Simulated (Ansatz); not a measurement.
This script for Ansatz 0.2.0 through its Python package starts 5 runs on Ti3Sn, space group Pm-3m. What input does the engine get in each?

`strain_ti3sn.py`:
```python
"""A biaxial strain scan of Ti3Sn."""

import ansatz as az
import numpy as np

FUNCTIONAL = "PBEsol"
SMEARING_WIDTH = 0.15
KMESH = (8, 8, 8)

VECTORS = np.array([
    [4.156929, 0.0, 0.0],
    [0.0, 4.156929, 0.0],
    [0.0, 0.0, 4.156929],
])
SITES = [
    ("Ti", (0.5, 0.5, 0.0)),
    ("Ti", (0.5, 0.0, 0.5)),
    ("Ti", (0.0, 0.5, 0.5)),
    ("Sn", (0.0, 0.0, 0.0)),
]


def on_lattice(cell):
    crystal = az.Crystal(lattice=az.Lattice.of(cell))
    for symbol, position in SITES:
        crystal = crystal.atom(symbol, position)
    return crystal

# clamped ions: the fractional positions stay as typed
values = np.linspace(-0.02, 0.02, 5)
energies = []
for d in values:
    strain = np.diag([d, d, 0])
    cell = VECTORS @ (np.eye(3) + strain)
    base = on_lattice(cell).calculation()
    base = base.functional(FUNCTIONAL)
    base = base.basis(47 * az.Ry, density_ratio=8).occupations(az.OccupationsMethod.FERMI_DIRAC, width=SMEARING_WIDTH)
    base = base.kpoints(*KMESH)
    summary = base.run(threads=1).report
    energies.append(summary["free_energy_ev"] / len(SITES))
    print(f"d = {d:+.4f}  F = {energies[-1]:.5f} eV/atom")
energies = np.array(energies)

for value, e in zip(values, energies):
    print(f"strain {value:7.3f}   E - Emin = {1000 * (e - energies.min()):9.3f} meV/atom")
np.savetxt("strain.csv", np.column_stack([values, energies]), fmt="%.6f", delimiter=",", header="strain,energy_eV_per_atom")
curvature = 2 * np.polyfit(values, energies, 3)[1]
volume = abs(np.linalg.det(VECTORS)) / len(SITES)
print(f"d2E/dd2 over the volume: {curvature / volume * 160.21766:.1f} GPa")
```

Run 1:
```yaml
crystal:
  lattice:
    - [4.07379042, 0.0, 0.0]
    - [0.0, 4.07379042, 0.0]
    - [0.0, 0.0, 4.156929]
  atoms:
    - { symbol: Ti, position: [0.5, 0.5, 0.0] }
    - { symbol: Ti, position: [0.5, 0.0, 0.5] }
    - { symbol: Ti, position: [0.0, 0.5, 0.5] }
    - { symbol: Sn, position: [0.0, 0.0, 0.0] }
basis:
  ecutwfc: 639.467576780718
  ecutrho_ratio: 8
kpoints:
  mp_grid:
    grid: [8, 8, 8]
hamiltonian:
  xc: pbesol
scf:
  occupations:
    method: fermi_dirac
    width: 0.15
```

Run 2, against run 1:
```diff
-    - [4.07379042, 0.0, 0.0]
-    - [0.0, 4.07379042, 0.0]
+    - [4.11535971, 0.0, 0.0]
+    - [0.0, 4.11535971, 0.0]
```

Run 3, against run 1:
```diff
-    - [4.07379042, 0.0, 0.0]
-    - [0.0, 4.07379042, 0.0]
+    - [4.156929, 0.0, 0.0]
+    - [0.0, 4.156929, 0.0]
```

Run 4, against run 1:
```diff
-    - [4.07379042, 0.0, 0.0]
-    - [0.0, 4.07379042, 0.0]
+    - [4.19849829, 0.0, 0.0]
+    - [0.0, 4.19849829, 0.0]
```

Run 5, against run 1:
```diff
-    - [4.07379042, 0.0, 0.0]
-    - [0.0, 4.07379042, 0.0]
+    - [4.24006758, 0.0, 0.0]
+    - [0.0, 4.24006758, 0.0]
```

Running `python strain_ti3sn.py` prints:
```text
d = -0.0200  F = -3343.23220 eV/atom
d = -0.0100  F = -3343.23278 eV/atom
d = +0.0000  F = -3343.22799 eV/atom
d = +0.0100  F = -3343.21819 eV/atom
d = +0.0200  F = -3343.20368 eV/atom
strain  -0.020   E - Emin =     0.581 meV/atom
strain  -0.010   E - Emin =     0.000 meV/atom
strain   0.000   E - Emin =     4.784 meV/atom
strain   0.010   E - Emin =    14.590 meV/atom
strain   0.020   E - Emin =    29.094 meV/atom
d2E/dd2 over the volume: 448.5 GPa
```

Against the unstrained cell the energy per atom changes by -4.20 meV at one end of the scan and +24.31 meV at the other, and its second derivative over the volume is 448.5 GPa.

Caveats:
- These settings explore the input space; cutoff and mesh may be short of convergence.
- A Fermi-Dirac width this large means warm electrons, whose thermal share enters the free energy.
- The curvature belongs to this strain pattern and to the cell's stress; it equals a single elastic constant only for simple patterns.
- In a metal a curvature from energy changes of a few meV or less hangs on mesh and smearing, in size and even in sign.
- This cell is a computed structure, which may not be the phase found in nature.
- The ions keep their fractional positions (clamped ions).
- Hardware and time: 50 s on 1 thread of Intel(R) Xeon(R) Platinum 8488C (Sapphire Rapids) (shared host), peak memory 0.67 GiB.
